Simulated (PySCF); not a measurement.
# C10H17S2+: NMR shifts at several levels of theory, part 2 of 2

PySCF 2.14.0. Atoms count from 0. Earlier steps stand in the parts before.

## (6) Nuclear shieldings: KT2/pcSseg-1

The job: settings as JSON, then the geometry in Å.

```
{"job": {"kind": "nmr", "xc": "KT2", "basis": "pcSseg-1", "pop": false}, "charge": 1, "multiplicity": 1}
C     -3.691603    -0.661673     2.189396
C     -2.749876    -0.521524     1.057146
C     -1.783943     0.457085     1.052430
C     -0.807562     0.527735     0.029906
S      0.439285     1.627562     0.313073
C      1.659920     1.450382    -1.025472
C      3.056668     1.237993    -0.455471
C      3.213510     0.009691     0.430996
S      2.547838    -1.544882    -0.242152
C     -0.884446    -0.364826    -1.157839
C     -2.276208    -0.946494    -1.359815
C     -2.846760    -1.497417    -0.065015
H     -3.712569    -1.706536     2.541621
H     -3.461479     0.005126     3.029317
H     -4.715656    -0.448238     1.833763
H     -1.708431     1.143039     1.900856
H      1.606572     2.373563    -1.621073
H      1.372444     0.596371    -1.649999
H      3.735842     1.169124    -1.321849
H      3.381803     2.126301     0.111943
H      4.270596    -0.132426     0.696756
H      2.669088     0.138841     1.380038
H      3.369506    -1.640384    -1.311080
H     -0.119488    -1.154060    -0.994911
H     -0.556906     0.174719    -2.058508
H     -2.945514    -0.157848    -1.740463
H     -2.238578    -1.729258    -2.129735
H     -3.891834    -1.821292    -0.188335
H     -2.298910    -2.406335     0.256684
```

Method: GIAO KT2/pcSseg-1 NMR shielding, non-relativistic, gas phase.

Standard output:

```text
coarse grid: 24648 points
cycle   1  E = -1200.4195145029  dE =  1.376e+00  |g| = 5.714e-01  |ddm| = 5.073e+00
cycle   2  E = -1200.2670027315  dE =  1.525e-01  |g| = 9.069e-01  |ddm| = 1.648e+00
cycle   3  E = -1200.4810308320  dE = -2.140e-01  |g| = 2.870e-01  |ddm| = 1.345e+00
cycle   4  E = -1200.5044098708  dE = -2.338e-02  |g| = 1.003e-01  |ddm| = 4.516e-01
cycle   5  E = -1200.5071065394  dE = -2.697e-03  |g| = 3.616e-02  |ddm| = 1.499e-01
cycle   6  E = -1200.5073928018  dE = -2.863e-04  |g| = 1.999e-02  |ddm| = 6.677e-02
cycle   7  E = -1200.5075010111  dE = -1.082e-04  |g| = 6.063e-03  |ddm| = 3.005e-02
cycle   8  E = -1200.5075116789  dE = -1.067e-05  |g| = 8.615e-04  |ddm| = 7.612e-03
cycle   9  E = -1200.5075118546  dE = -1.757e-07  |g| = 3.293e-04  |ddm| = 1.417e-03
final grid: 226896 points
cycle  10  E = -1200.5675031249  dE = -3.603e-04  |g| = 2.840e-02  |ddm| = 1.062e-01
cycle  11  E = -1200.5666249613  dE =  8.782e-04  |g| = 5.927e-02  |ddm| = 9.868e-02
cycle  12  E = -1200.5676153756  dE = -9.904e-04  |g| = 1.508e-02  |ddm| = 8.859e-02
cycle  13  E = -1200.5676910216  dE = -7.565e-05  |g| = 3.526e-03  |ddm| = 2.262e-02
cycle  14  E = -1200.5676940317  dE = -3.010e-06  |g| = 1.414e-03  |ddm| = 5.039e-03
cycle  15  E = -1200.5676945640  dE = -5.323e-07  |g| = 3.285e-04  |ddm| = 1.684e-03
cycle  16  E = -1200.5676945944  dE = -3.037e-08  |g| = 7.891e-05  |ddm| = 4.900e-04
cycle  17  E = -1200.5676945959  dE = -1.581e-09  |g| = 1.974e-05  |ddm| = 1.171e-04
cycle  18  E = -1200.5676945960  dE = -8.731e-11  |g| = 8.196e-06  |ddm| = 3.226e-05
converged SCF energy = -1200.5676945960

GIAO shielding tensors (ppm)
atom      isotropic    diamagn.    paramagn.     s11        s22        s33       span
  0 C      151.047     244.846     -93.799    131.693    142.773    178.674     46.981
  1 C       -4.956     264.912    -269.868    -93.468    -79.951    158.550    252.018
  2 C       54.149     256.709    -202.559    -32.051     58.420    136.078    168.129
  3 C      -22.637     268.664    -291.302   -130.612    -79.710    142.410    273.023
  4 S      247.028    1063.636    -816.608     53.947    280.480    406.657    352.710
  5 C      144.769     259.529    -114.761    111.154    150.200    172.952     61.797
  6 C      148.894     250.881    -101.987    131.658    152.173    162.849     31.191
  7 C      152.227     254.062    -101.835    130.845    157.407    168.428     37.583
  8 S      604.956    1060.556    -455.600    495.704    513.133    806.032    310.328
  9 C      145.890     252.681    -106.791    124.402    150.541    162.728     38.325
 10 C      159.999     248.587     -88.588    149.424    164.054    166.518     17.094
 11 C      147.140     253.378    -106.238    130.711    151.429    159.281     28.570
 12 H       28.381      24.846       3.534     24.681     27.019     33.443      8.762
 13 H       28.739      27.514       1.225     24.461     27.719     34.038      9.578
 14 H       28.285      22.644       5.641     24.670     26.389     33.795      9.125
 15 H       24.086      35.011     -10.924     21.176     22.149     28.934      7.757
 16 H       27.697      31.054      -3.357     22.055     26.647     34.387     12.332
 17 H       26.663      35.472      -8.808     23.709     26.968     29.313      5.603
 18 H       29.235      28.659       0.575     24.292     27.077     36.335     12.043
 19 H       28.632      29.219      -0.587     23.548     26.813     35.535     11.988
 20 H       27.827      26.940       0.887     20.636     26.812     36.033     15.397
 21 H       28.985      32.897      -3.911     24.759     27.540     34.657      9.898
 22 H       29.534      30.893      -1.358     22.747     26.482     39.373     16.626
 23 H       26.724      32.719      -5.996     19.643     25.810     34.718     15.074
 24 H       27.845      32.942      -5.097     22.147     29.175     32.215     10.068
 25 H       29.255      30.154      -0.898     24.331     28.184     35.252     10.922
 26 H       28.937      28.235       0.702     23.535     27.660     35.614     12.079
 27 H       28.353      27.556       0.797     23.501     27.939     33.618     10.117
 28 H       28.515      31.281      -2.766     24.893     27.557     33.096      8.203
```

Wall time 62 s (8 threads of Arm Neoverse V2, shared host).

Key values: δ C3 205.9, C1 188.2, C2 129.1, C5 38.5, H15 7.09, H16 4.00 ppm (means over like atoms).

## (7) NMR shieldings: HF/pcSseg-1

Settings changed since step 6:

```diff
@@ -1,2 +1,2 @@
-{"job": {"kind": "nmr", "xc": "KT2", "basis": "pcSseg-1", "pop": false}, "charge": 1, "multiplicity": 1}
+{"job": {"kind": "nmr", "xc": "HF", "basis": "pcSseg-1", "pop": false}, "charge": 1, "multiplicity": 1}
 C     -3.691603    -0.661673     2.189396
```

With the program's defaults for keys left out, this is: GIAO HF/pcSseg-1 NMR shielding, non-relativistic, gas phase.

Standard output:

```text
final grid: 226896 points
cycle   1  E = -1183.0693630077  dE =  3.224e+00  |g| = 7.504e-01  |ddm| = 4.818e+00
cycle   2  E = -1183.2433218770  dE = -1.740e-01  |g| = 3.548e-01  |ddm| = 1.207e+00
cycle   3  E = -1183.2762417090  dE = -3.292e-02  |g| = 1.113e-01  |ddm| = 5.136e-01
cycle   4  E = -1183.2806141853  dE = -4.372e-03  |g| = 2.856e-02  |ddm| = 1.994e-01
cycle   5  E = -1183.2809157788  dE = -3.016e-04  |g| = 9.729e-03  |ddm| = 4.101e-02
cycle   6  E = -1183.2809685667  dE = -5.279e-05  |g| = 3.850e-03  |ddm| = 1.796e-02
cycle   7  E = -1183.2809802732  dE = -1.171e-05  |g| = 1.345e-03  |ddm| = 9.535e-03
cycle   8  E = -1183.2809822679  dE = -1.995e-06  |g| = 5.510e-04  |ddm| = 4.361e-03
cycle   9  E = -1183.2809825409  dE = -2.730e-07  |g| = 1.806e-04  |ddm| = 1.935e-03
cycle  10  E = -1183.2809825781  dE = -3.718e-08  |g| = 9.247e-05  |ddm| = 6.862e-04
cycle  11  E = -1183.2809825858  dE = -7.641e-09  |g| = 2.995e-05  |ddm| = 3.390e-04
cycle  12  E = -1183.2809825870  dE = -1.203e-09  |g| = 1.217e-05  |ddm| = 1.362e-04
cycle  13  E = -1183.2809825871  dE = -1.414e-10  |g| = 4.220e-06  |ddm| = 4.429e-05
converged SCF energy = -1183.2809825871

GIAO shielding tensors (ppm)
atom      isotropic    diamagn.    paramagn.     s11        s22        s33       span
  0 C      163.128     239.022     -75.894    146.269    154.493    188.623     42.354
  1 C      -27.251     265.029    -292.281   -154.497   -102.794    175.537    330.034
  2 C       62.240     256.903    -194.663    -40.485     75.850    151.355    191.840
  3 C      -62.731     265.449    -328.180   -201.348   -151.006    164.160    365.508
  4 S      334.544    1059.061    -724.517     26.467    444.937    532.227    505.761
  5 C      161.177     253.676     -92.499    137.987    163.568    181.977     43.991
  6 C      165.061     245.245     -80.184    153.846    166.390    174.948     21.103
  7 C      168.533     248.803     -80.269    152.003    171.778    181.818     29.815
  8 S      654.002    1056.312    -402.310    525.354    564.269    872.383    347.029
  9 C      159.204     246.799     -87.595    140.323    163.828    173.462     33.140
 10 C      172.470     243.321     -70.851    165.390    174.515    177.505     12.115
 11 C      160.300     246.009     -85.709    146.328    163.539    171.033     24.705
 12 H       28.931      24.626       4.305     24.701     27.468     34.623      9.922
 13 H       28.966      25.943       3.022     23.829     28.207     34.861     11.032
 14 H       28.865      23.496       5.368     24.820     26.777     34.998     10.178
 15 H       24.412      34.396      -9.984     20.557     22.588     30.091      9.534
 16 H       28.443      31.619      -3.177     22.075     26.838     36.415     14.340
 17 H       27.909      33.277      -5.368     24.327     27.684     31.715      7.388
 18 H       29.961      29.117       0.844     24.713     27.326     37.846     13.133
 19 H       29.644      29.433       0.210     24.060     27.244     37.628     13.569
 20 H       28.713      28.010       0.703     21.227     27.051     37.861     16.634
 21 H       29.704      31.090      -1.386     25.217     27.953     35.941     10.725
 22 H       29.932      31.262      -1.330     22.705     26.462     40.629     17.924
 23 H       27.652      30.089      -2.436     19.978     26.751     36.228     16.249
 24 H       28.532      32.249      -3.717     22.008     29.899     33.690     11.682
 25 H       30.032      29.786       0.246     24.683     28.545     36.868     12.185
 26 H       29.544      28.642       0.902     23.697     27.733     37.201     13.504
 27 H       28.953      29.222      -0.270     23.225     28.169     35.464     12.239
 28 H       29.291      29.531      -0.240     25.053     28.203     34.617      9.564
```

Run time: 67 s. Hardware: 8 threads of Arm Neoverse V2, shared host.

Key values: δ C3 253.6, C1 218.1, C2 128.6, C9 31.6, H15 7.27, H23 3.59 ppm (means over like atoms).

## (8) Side by side: NMR shifts

Shifts (ppm) of some atoms, chosen among heavy atoms and hydrogens apart, means over like atoms, with basis size and wall time:

| run | C3 | C1 | C5 | H16 | H18 | S4 | S8 | functions | time |
| --- | --- | --- | --- | --- | --- | --- | --- | --- | --- |
| PBE0/pcSseg-1 | 229.6 | 206.8 | 37.6 | 3.85 | 2.11 | 269 | -115 | 303 | 93 s |
| PBE/pcSseg-1 | 217.5 | 199.9 | 40.3 | 3.99 | 2.25 | 302 | -86 | 303 | 60 s |
| wB97X-D/pcSseg-1 | 238.3 | 211.2 | 36.5 | 3.73 | 2.02 | 254 | -118 | 303 | 2.2 min |
| KT2/pcSseg-1 | 205.9 | 188.2 | 38.5 | 4.00 | 2.25 | 272 | -86 | 303 | 62 s |
| HF/pcSseg-1 | 253.6 | 218.1 | 29.7 | 3.51 | 1.88 | 179 | -140 | 303 | 67 s |

## (9) Summary of results

The summary covers parts 1 to 2.

```
                                                              quantity                                                              value
                                                           point group                                                                 C1
                                  rotational constants (main isotopes)                                               1.16, 0.39, 0.35 GHz
                                ¹³C shifts against TMS (PBE0/pcSseg-1)  229.6, 206.8, 136.4, 37.6, 36.6, 35.5, 32.1, 30.8, 28.2, 21.4 ppm
¹H shifts against TMS (PBE0/pcSseg-1, means over atoms taken as alike)           7.34, 3.85, 3.79, 2.76, 2.71, 2.63, 2.11, 2.01, 1.69 ppm
                                ³³S shifts against CS2 (PBE0/pcSseg-1)                                                      269, -115 ppm
                                              range of the shift of S4                                                     179 to 302 ppm
```

What this shows: Single values in the summary come from the first sound run of each kind (PBE0/pcSseg-1), which need not be the best level. Relaxing lowered the energy by 0.112 eV in 9 steps; the close pair that moved most is S8–H22, from 1.328 to 1.352 Å. At PBE0/pcSseg-1: Shielding is most anisotropic at S4 (span 418 ppm, paramagnetic term -834 ppm). Across the 5 runs the shift of S4 moves most, between 179 (HF/pcSseg-1) and 302 ppm (PBE/pcSseg-1).
